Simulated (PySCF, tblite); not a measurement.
# C₇H₁₃NO: geometry, infrared bands and NMR shifts

Wanted: the infrared bands and NMR shifts of C₇H₁₃NO (`CCNC(=O)C1CCC1`), by calculation.

The runs use tblite 0.8.0 and PySCF 2.14.0, with density-fitted response routines of our own; the level of theory stands in each step. All values are computed, except where a source is named. Atoms count from 0, in the outputs and in this text.

## 1. The molecule as given

22 atoms, charge 0, multiplicity 1; geometry from: force field or distance geometry start.

Bonds of the start (Å): C0–C1 1.52, C1–N2 1.43, N2–C3 1.38, C3–O4 1.25, C3–C5 1.56, C5–C6 1.55, C6–C7 1.54, C7–C8 1.54, C8–C5 1.55, C0–H9 1.09, C0–H10 1.08, C0–H11 1.10, C1–H12 1.11, C1–H13 1.10, N2–H14 1.02, C5–H15 1.10, C6–H16 1.09, C6–H17 1.10, C7–H18 1.10, C7–H19 1.09, C8–H20 1.10, C8–H21 1.09.

## 2. Relaxing the molecule with GFN2-xTB

The job: settings as JSON, then the geometry in Å.

```
{"job": {"kind": "relax", "xc": "GFN2-xTB", "basis": "xTB"}, "charge": 0, "multiplicity": 1}
C      3.293700    -0.680900    -0.641700
C      2.718700     0.104500     0.525500
N      1.384800     0.556100     0.278900
C      0.269400    -0.229000     0.498000
O      0.377000    -1.383600     0.955500
C     -1.087800     0.448000     0.153400
C     -2.051800    -0.327900    -0.777900
C     -3.206300     0.239600     0.070600
C     -2.203700     0.383600     1.225800
H      3.285500    -0.066100    -1.543800
H      4.309300    -0.995400    -0.435700
H      2.683200    -1.575000    -0.844500
H      2.723300    -0.520300     1.446900
H      3.341000     0.985200     0.724800
H      1.243700     1.499500    -0.094800
H     -0.946700     1.481000    -0.190500
H     -2.043400    -0.026300    -1.821800
H     -1.958800    -1.427100    -0.717100
H     -4.047900    -0.443800     0.251900
H     -3.597400     1.190400    -0.300500
H     -2.333800     1.291600     1.840100
H     -2.162300    -0.484700     1.885800
```

Launch:

```console
> OMP_NUM_THREADS=1 python probes_run.py task.json out
```

One launch serves the whole session: the jobs run in the order shown.

**Question.** This job is followed by: GFN2-xTB harmonic vibrations, gas phase; GIAO PBE0/pcSseg-1 NMR shielding, non-relativistic, gas phase. What will the session give for the following? strongest single infrared mode (GFN2-xTB); zero-point energy (GFN2-xTB); 13C shifts against TMS (PBE0/pcSseg-1, means over atoms taken as alike); 1H shifts against TMS (PBE0/pcSseg-1, means over atoms taken as alike); 15N shifts against NH3 (PBE0/pcSseg-1); 17O shifts against H2O (PBE0/pcSseg-1).

The runs gave:

| quantity | value |
| --- | --- |
| strongest single infrared mode (GFN2-xTB) | 1750 cm⁻¹, 443 km/mol |
| zero-point energy (GFN2-xTB) | 119.8 kcal/mol |
| 13C shifts against TMS (PBE0/pcSseg-1, means over atoms taken as alike) | 175.0, 37.8, 35.6, 23.4, 19.0, 17.0 ppm |
| 1H shifts against TMS (PBE0/pcSseg-1, means over atoms taken as alike) | 4.02, 3.61, 2.78, 2.51, 2.10, 2.03, 1.88, 1.04 ppm |
| 15N shifts against NH3 (PBE0/pcSseg-1) | 134.9 ppm |
| 17O shifts against H2O (PBE0/pcSseg-1) | 395.7 ppm |

**Reading.** Relaxing lowered the energy by 0.292 eV in 181 steps; the close pair that moved most is C3–C5, from 1.555 to 1.518 Å. All 60 modes are real, so the xTB geometry is a minimum. The strongest single mode, at 1750 cm⁻¹, moves mainly C3 and O4. GFN2-xTB is a fitted tight-binding method: band positions and strengths are rough. Its intensities can rank the bands wrongly. At PBE0/pcSseg-1: The widest tensor belongs to O4: span 751 ppm, with a paramagnetic part of -461 ppm.
